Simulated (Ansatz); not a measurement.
Runs of Ansatz 0.2.0 on BiTe. It takes space group R-3m (No. 166, trigonal). The conventional cell has a = 4.845 Å, b = 4.845 Å, c = 9.952 Å, α = 90.00°, β = 90.00°, γ = 120.00°. Around Bi (site symmetry -3m) lie 6 Te at 3.25 Å. Te (site symmetry -3m) has 6 Bi at 3.25 Å as nearest neighbours. The cell comes from a database or a generator and needn't be the stable form of this composition.

```csv
share of exact exchange,gap on the mesh (eV),pressure (GPa)
0.2,none,-1.4
0.3,none,(a)
0.05,none,-0.3
0.4,none,(b)
0.15,none,-1.1
```

Alike in all rows: task single point; level HSE06 form with a typed share of exact exchange; potentials or basis Ansatz PAW; no spin polarisation; cell as given; k mesh 4 × 4 × 4; cutoff (eV) 420; smearing fermi-dirac 0.05 eV; the mesh is coarse, so values aren't converged.

Problem. Estimate the missing entries.

Solution. (a) -2.1; (b) -2.8.

Caveats: all runs use coarse meshes; spin-orbit coupling is left out, which moves the levels of the heavy elements; the PAW data sets come from PBE, with cores solved anew for the run's functional, which leaves a small shift of forces and pressure; the thresholds are loose for stress.

A k mesh can miss the band edges, and the runs leave out spin-orbit coupling on Bi, Te.

A gap of «none» marks a metal or a gap under the smearing width.
